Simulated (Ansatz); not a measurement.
# GeH12O4Si4: up Jacob's ladder to CCSD(T)

One table from this session's results is given with a row withheld; the runs are named, their logs left out.

The runs use Ansatz 0.2.0, Gaussian basis; functionals in def2-TZVPP, the program's frozen cores in correlated methods.

The runs, in order: LDA (SPW92), PBE-D4, revPBE-D4, BLYP-D4, r2SCAN-D4, B97M-V, PBE0-D4, B3LYP-D4, r2SCANh-D4, r2SCAN0-D4, HSE06-D4, BHLYP-D4, CAM-B3LYP-D4, LC-ωPBE, ωB97X-V, ωB97M-V, B2PLYP, PBE-QIDH; CCSD(T)/def2-SVP; CCSD(T)/def2-TZVPP; MP2/def2-QZVPP; extrapolation to the limit; RPA on PBE.

## The relaxed structure

All runs share one geometry, relaxed beforehand with PBE0-D4 in a triple-zeta def2 set.

SMILES `[SiH3][O][Ge]([O][SiH3])([O][SiH3])[O][SiH3]`, 21 atoms, charge 0, spin multiplicity 1.

Atoms are counted from 1 here; the program's logs count them from 0.

Bond lengths: Si1–O2 1.648 Å, Si1–H10 1.485 Å, Si1–H11 1.482 Å, Si1–H12 1.486 Å, O2–Ge3 1.738 Å, Ge3–O4 1.738 Å, Ge3–O6 1.738 Å, Ge3–O8 1.738 Å, O4–Si5 1.648 Å, Si5–H13 1.485 Å, Si5–H14 1.486 Å, Si5–H15 1.482 Å, O6–Si7 1.648 Å, Si7–H16 1.486 Å, Si7–H17 1.482 Å, Si7–H18 1.485 Å, O8–Si9 1.648 Å, Si9–H19 1.486 Å and more. Angles: O2–Si1–H10 110.4°, O2–Si1–H11 107.0°, O2–Si1–H12 110.6°, H10–Si1–H11 109.8°, H10–Si1–H12 109.2°, H11–Si1–H12 109.9°, Si1–O2–Ge3 133.2°, O2–Ge3–O4 108.6°, O2–Ge3–O6 111.2°, O2–Ge3–O8 108.6°, O4–Ge3–O6 108.6°, O4–Ge3–O8 111.2°, O6–Ge3–O8 108.6°, Ge3–O4–Si5 133.2°, O4–Si5–H13 110.4°, O4–Si5–H14 110.6°, O4–Si5–H15 107.0°, H13–Si5–H14 109.2° and more.

Geometry (Å):

```tsv
atom	x (Å)	y (Å)	z (Å)
Si1	0.0240	-2.7297	1.4887
O2	0.5782	-1.2321	1.0797
Ge3	-0.0063	0.0001	0.0017
O4	1.3309	0.5977	-0.9347
Si5	2.8658	0.0522	-1.1868
O6	-0.7040	1.3269	0.8821
Si7	-0.1917	2.8594	1.2078
O8	-1.2305	-0.6921	-1.0202
Si9	-2.7218	-0.1797	-1.5007
H10	0.2620	-3.6901	0.3814
H11	0.7759	-3.1557	2.6929
H12	-1.4302	-2.6838	1.7909
H13	3.7022	0.2845	0.0181
H14	2.8587	-1.3996	-1.5035
H15	3.4138	0.8155	-2.3331
H16	1.2187	2.8503	1.6753
H17	-1.0726	3.3931	2.2738
H18	-0.2980	3.7095	-0.0051
H19	-2.6672	1.2346	-1.9532
H20	-3.1385	-1.0526	-2.6238
H21	-3.6941	-0.2975	-0.3846
```

The first run:

Input file in.yaml:

```yaml
crystal:
  periodic: [false, false, false]
  atoms:
    - {symbol: Si, position_ang: [0.023987, -2.729716, 1.488702]}
    - {symbol: O, position_ang: [0.578219, -1.232138, 1.079735]}
    - {symbol: Ge, position_ang: [-0.006325, 0.000083, 0.001736]}
    - {symbol: O, position_ang: [1.330884, 0.597660, -0.934671]}
    - {symbol: Si, position_ang: [2.865826, 0.052185, -1.186765]}
    - {symbol: O, position_ang: [-0.703958, 1.326884, 0.882080]}
    - {symbol: Si, position_ang: [-0.191735, 2.859397, 1.207825]}
    - {symbol: O, position_ang: [-1.230528, -0.692099, -1.020194]}
    - {symbol: Si, position_ang: [-2.721764, -0.179713, -1.500661]}
    - {symbol: H, position_ang: [0.261997, -3.690076, 0.381377]}
    - {symbol: H, position_ang: [0.775858, -3.155694, 2.692928]}
    - {symbol: H, position_ang: [-1.430187, -2.683849, 1.790891]}
    - {symbol: H, position_ang: [3.702196, 0.284476, 0.018074]}
    - {symbol: H, position_ang: [2.858719, -1.399609, -1.503457]}
    - {symbol: H, position_ang: [3.413837, 0.815477, -2.333063]}
    - {symbol: H, position_ang: [1.218745, 2.850252, 1.675300]}
    - {symbol: H, position_ang: [-1.072570, 3.393100, 2.273759]}
    - {symbol: H, position_ang: [-0.298037, 3.709514, -0.005055]}
    - {symbol: H, position_ang: [-2.667247, 1.234594, -1.953216]}
    - {symbol: H, position_ang: [-3.138472, -1.052585, -2.623768]}
    - {symbol: H, position_ang: [-3.694144, -0.297543, -0.384557]}
basis:
  gaussian: {orbitals: def2-TZVPP}
hamiltonian: {xc: lda}
output: {orbitals: {seedname: orbitals}}
```

Started as:

```sh
> ansatz run in.yaml --threads 4 --pin off --events-out ev --progress --plain --max-ram 66560MiB --backend cuda --devices 0, --max-vram 37GiB
```

Steps of the session up to this table: LDA; PBE-D4 (GGA); revPBE-D4 (GGA); BLYP-D4 (GGA); r2SCAN-D4 (meta-GGA); B97M-V (meta-GGA); PBE0-D4 (hybrid); B3LYP-D4 (hybrid); r2SCANh-D4 (hybrid); r2SCAN0-D4 (hybrid); HSE06-D4 (hybrid); BHLYP-D4 (hybrid); CAM-B3LYP-D4 (range-separated); LC-ωPBE (range-separated); ωB97X-V (range-separated); ωB97M-V (range-separated); B2PLYP (double hybrid); PBE-QIDH (double hybrid).

One table of the session follows, with a row left open; its other results are not shown here.

It belongs to the step «Orbital energies across the functionals». 

```
  functional  HOMO (eV)  gap (eV)
 LDA (SPW92)      -7.57      5.34
      PBE-D4      -7.48      5.57
   revPBE-D4      -7.44      5.68
     BLYP-D4      -7.39      5.61
   r2SCAN-D4      -7.86      6.30
      B97M-V      -8.02      6.20
     PBE0-D4      -8.96      8.00
    B3LYP-D4      -8.74      7.55
  r2SCANh-D4      -8.40      7.17
  r2SCAN0-D4          ?         ?
    HSE06-D4      -8.55      7.22
    BHLYP-D4     -10.37     10.37
CAM-B3LYP-D4     -10.39     10.43
     LC-ωPBE     -11.74     13.02
     ωB97X-V     -11.42     12.49
     ωB97M-V     -11.28     12.05
```

Q: Estimate the row for r2SCAN0-D4 from the others.

Worked estimate for «HOMO (eV)». Against the share of exact exchange, r2SCAN-D4 (0, -7.86), r2SCANh-D4 (0.1, -8.40) give a slope of -5.40 per unit share; at 0.25 the line stands at -9.21.

**Answer.** HOMO (eV): -9.21; gap (eV): 8.46. In «HOMO (eV)» the line misses by 0.00.
